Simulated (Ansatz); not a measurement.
# LaFePO: the cost of one run

Computed with Ansatz 0.2.0 (DFT PBE, scalar-relativistic, plane waves, PAW, unless a step's input says otherwise).

### 1 The structure to begin with

The structure is tetragonal, space group P4/nmm (No. 129). Conventional cell: a = 3.933 Å, b = 3.933 Å, c = 8.506 Å, α = 90.00°, β = 90.00°, γ = 90.00°. La (site symmetry 4mm) is surrounded by 4 O at 2.35 Å. Around Fe (site symmetry -4m2) lie 4 P at 2.23 Å. P (site symmetry 4mm) has 4 Fe at 2.23 Å as nearest neighbours. O (site symmetry -4m2) is surrounded by 4 La at 2.35 Å.

Structure file:

```xyz
8
Lattice="3.9327 0.0000 0.0000 0.0000 3.9327 0.0000 0.0000 0.0000 8.5057" Properties=species:S:1:pos:R:3 pbc="T T T"
La    1.9664    0.0000    1.2879
La    0.0000    1.9664    7.2179
Fe    0.0000    0.0000    4.2529
Fe    1.9664    1.9664    4.2529
P     1.9664    0.0000    5.3020
P     0.0000    1.9664    3.2038
O     0.0000    0.0000    0.0000
O     1.9664    1.9664    0.0000
```

An earlier run at PBE left this cell at 16.444 Å³/atom and -0.03 GPa (8×8×4 mesh).

### 2 Antiferromagnetic, in the cell as typed

Contents of input.yaml:

```yaml
crystal:
  lattice:
    - [3.9327462438, 0.0, 0.0]
    - [0.0, 3.9327462438, 0.0]
    - [0.0, 0.0, 8.5057477057]
  atoms:
    - { symbol: La, position: [0.5, 0.0, 0.1514145073] }
    - { symbol: La, position: [0.0, 0.5, 0.8485854927] }
    - { symbol: Fe, position: [0.0, 0.0, 0.5], spin: 4.0 }
    - { symbol: Fe, position: [0.5, 0.5, 0.5], spin: -4.0 }
    - { symbol: P, position: [0.5, 0.0, 0.6233378053] }
    - { symbol: P, position: [0.0, 0.5, 0.3766621947] }
    - { symbol: O, position: [0.0, 0.0, 0.0] }
    - { symbol: O, position: [0.5, 0.5, 0.0] }
basis:
  ecutwfc: 420
  ecutrho_ratio: 4
kpoints:
  mp_grid: { grid: [8, 8, 4] }
hamiltonian:
  xc: pbe
  pseudopotentials: { kind: paw, frozen_core: stored }
scf:
  occupations: { method: gaussian, width: 0.05 }
  lower_state_search: "off"
output:
  forces: true
  stress: true
  eigenvalues: true
  populations: true
magnetization:
  spin_polarized: true
```

Launch:

```bash
ansatz run input.yaml --threads 2 --pin off --max-ram 5120MiB --backend cpu --events-out ev --progress --plain --runs-dir out
```

**Question.** How long does this run take on 2 threads of Intel Xeon at 2.70GHz, shared host, and how much memory does it need?

About 2.5 min, with a peak of 0.74 GiB.
